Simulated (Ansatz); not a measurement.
# C4H2F4: the cost of one run

Computed with Ansatz 0.2.0, Gaussian basis. Level: the settings change from run to run.

**1. The molecule**

An earlier PBE0-D4 in a triple-zeta def2 set relaxation fixed the geometry.

SMILES `FC1=CC(F)(F)C1F`, 10 atoms, charge 0, spin multiplicity 1.

Atoms are counted from 1 here; the program's logs count them from 0.

Bond lengths: F1–C2 1.307 Å, C2–C3 1.332 Å, C2–C7 1.496 Å, C3–C4 1.497 Å, C3–H9 1.080 Å, C4–F5 1.352 Å, C4–F6 1.345 Å, C4–C7 1.559 Å, C7–F8 1.361 Å, C7–H10 1.093 Å. Angles: F1–C2–C3 133.4°, F1–C2–C7 128.7°, C3–C2–C7 97.8°, C2–C3–C4 90.8°, C2–C3–H9 136.1°, C4–C3–H9 133.1°, C3–C4–F5 115.8°, C3–C4–F6 116.4°, C3–C4–C7 88.6°, F5–C4–F6 106.8°, F5–C4–C7 114.9°, F6–C4–C7 113.8°, C2–C7–C4 82.6°, C2–C7–F8 116.4°, C2–C7–H10 116.9°, C4–C7–F8 115.6°, C4–C7–H10 114.3°, F8–C7–H10 109.1°.

**2. wB97/cc-pVTZ-DK**

Set apart from the defaults: charge +1, multiplicity 2, the search for lower states set to off.

Input file in.yaml:

```yaml
crystal:
  periodic: [false, false, false]
  atoms:
    - {symbol: F, position_ang: [-1.746566, -0.107660, 1.650298]}
    - {symbol: C, position_ang: [-0.855826, 0.026583, 0.703954]}
    - {symbol: C, position_ang: [-0.783164, 0.793127, -0.382509]}
    - {symbol: C, position_ang: [0.550274, 0.209605, -0.730557]}
    - {symbol: F, position_ang: [0.623685, -0.423298, -1.923278]}
    - {symbol: F, position_ang: [1.603128, 1.043690, -0.667115]}
    - {symbol: C, position_ang: [0.417801, -0.732403, 0.503974]}
    - {symbol: F, position_ang: [1.370015, -0.581269, 1.465279]}
    - {symbol: H, position_ang: [-1.422830, 1.513037, -0.870703]}
    - {symbol: H, position_ang: [0.326782, -1.792512, 0.253557]}
basis:
  gaussian: {orbitals: cc-pVTZ-DK}
total_charge: 1
magnetization: {spin_polarized: true, initial_magnetization: 1}
hamiltonian: {xc: {name: wB97}}
scf: {lower_state_search: off}
output: {forces: true}
```

Command:

```bash
ansatz run in.yaml --threads 8 --pin off --events-out ev --progress --plain --max-ram 18278MiB
```

Q: Estimate wall time and peak memory on 8 threads of Arm Neoverse V1, shared host.

About 7 s, with a peak of 0.6 GiB.
